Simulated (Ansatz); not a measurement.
Working through a rigid scan of one bond angle of BBrH₃NS, SMILES NB(S)Br

With the Ansatz DFT code, driven from Python.

Interactive session:
```pycon
>>> import ansatz as az
>>> from ase import Atoms
>>> atoms = Atoms(['N', 'B', 'S', 'Br', 'H', 'H', 'H'], positions=[
...     (-0.4685, 1.1078, -0.1137),
...     (-0.382, -0.364, -0.1603),
...     (0.7518, -1.2328, 1.0233),
...     (-1.3528, -1.417, -1.489),
...     (0.4396, 1.5442, -0.2878),
...     (-0.8164, 1.4276, 0.8397),
...     (1.8895, -1.1338, 0.1421),
... ])
>>> # start the scan from a relaxed geometry
>>> first = az.Crystal.molecule_from_ase(atoms).calculation()
>>> first = first.basis(gaussian='def2-SVP').functional('PBE')
>>> first = first.relax(force_tolerance=0.02, max_steps=80)
>>> atoms.positions = first.run(threads=1).report['positions_ang']
>>> rows = []
>>> for angle in [90, 100, 110, 120, 135, 150, 165, 179]:
...     bent = atoms.copy()
...     bent.set_angle(1, 2, 6, angle, indices=[6])
...     calc = az.Crystal.molecule_from_ase(bent).calculation().basis(gaussian='def2-SVP').functional('PBE')
...     rows.append((angle, calc.run(threads=1).report['free_energy_ev']))
...
>>> floor = min(e for _, e in rows)
>>> for angle, e in rows:
...     print(f'angle B1-S2-H6 = {angle:3d} deg   {1000 * (e - floor):9.1f} meV')
...
angle B1-S2-H6 =  90 deg        24.1 meV
angle B1-S2-H6 = 100 deg         0.0 meV
angle B1-S2-H6 = 110 deg        97.2 meV
angle B1-S2-H6 = 120 deg       302.8 meV
angle B1-S2-H6 = 135 deg       774.5 meV
angle B1-S2-H6 = 150 deg      1352.1 meV
angle B1-S2-H6 = 165 deg      1871.0 meV
angle B1-S2-H6 = 179 deg      2115.0 meV
```

The scan is rigid, and the energies are electronic, in a modest basis. The zero is the lowest point of the grid, which needn't be the minimum. Hardware and time: 77 s on 1 thread of Arm Neoverse V1 (shared host), peak memory 0.22 GiB.
